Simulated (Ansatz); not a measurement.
# C2H7Ga: the cost of one run

Program: Ansatz 0.2.0. Level of theory: RKS B3LYP-D4/def2-mTZVP. These are calculated values, not measurements.

## Step 1: Starting point

Bond lengths: Ga1–C2 1.980 Å, C2–H3 1.110 Å, C2–H4 1.110 Å, C2–H5 1.110 Å, Ga1–C6 1.980 Å, C6–H7 1.110 Å, C6–H8 1.110 Å, C6–H9 1.110 Å, Ga1–H10 1.570 Å. Angles (14 of 15 angles, heavy atoms first): C2–Ga1–C6 120.0°, Ga1–C2–H3 109.5°, Ga1–C2–H4 109.5°, Ga1–C2–H5 109.5°, C2–Ga1–H10 120.0°, C6–Ga1–H10 120.0°, Ga1–C6–H7 109.5°, Ga1–C6–H8 109.5°, Ga1–C6–H9 109.5°, H3–C2–H4 109.4°, H3–C2–H5 109.4°, H4–C2–H5 109.4°, H7–C6–H8 109.4°, H7–C6–H9 109.4°.

Structure file:

```xyz
10

Ga    0.0000    0.0000    0.0000
C     0.0000    0.0000    1.9800
H    -0.9996   -0.3092    2.3505
H     0.7676   -0.7111    2.3505
H     0.2320    1.0203    2.3505
C     1.7147    0.0000   -0.9900
H     2.0443   -1.0462   -1.1602
H     1.5782    0.5080   -1.9674
H     2.4842    0.5381   -0.3982
H    -1.3596    0.0000   -0.7850
```

## Step 2: Preparing the start

Input file input.yaml:

```yaml
crystal:
  periodic: [false, false, false]
  atoms:
    - { symbol: Ga, position_ang: [0.0, 0.0, 0.0] }
    - { symbol: C, position_ang: [0.0, 0.0, 1.98] }
    - { symbol: H, position_ang: [-0.9996, -0.3092, 2.3505] }
    - { symbol: H, position_ang: [0.7676, -0.7111, 2.3505] }
    - { symbol: H, position_ang: [0.232, 1.0203, 2.3505] }
    - { symbol: C, position_ang: [1.7147, 0.0, -0.99] }
    - { symbol: H, position_ang: [2.0443, -1.0462, -1.1602] }
    - { symbol: H, position_ang: [1.5782, 0.508, -1.9674] }
    - { symbol: H, position_ang: [2.4842, 0.5381, -0.3982] }
    - { symbol: H, position_ang: [-1.3596, 0.0, -0.785] }
basis:
  gaussian: { orbitals: def2-mTZVP }
hamiltonian:
  xc: b3lyp
  dispersion: d4
relax:
  f_tol: 0.02
  max_steps: 40
output:
  orbitals: {}
```

Command:

```sh
> ansatz run input.yaml --threads 2 --pin off --max-ram 3072MiB --backend cpu --events-out ev --progress --plain --runs-dir out
```

Q: Estimate wall time and peak memory on 2 threads of Intel Xeon Platinum 8488C (Sapphire Rapids), shared host.

About 8 s, with a peak of 0.21 GiB.
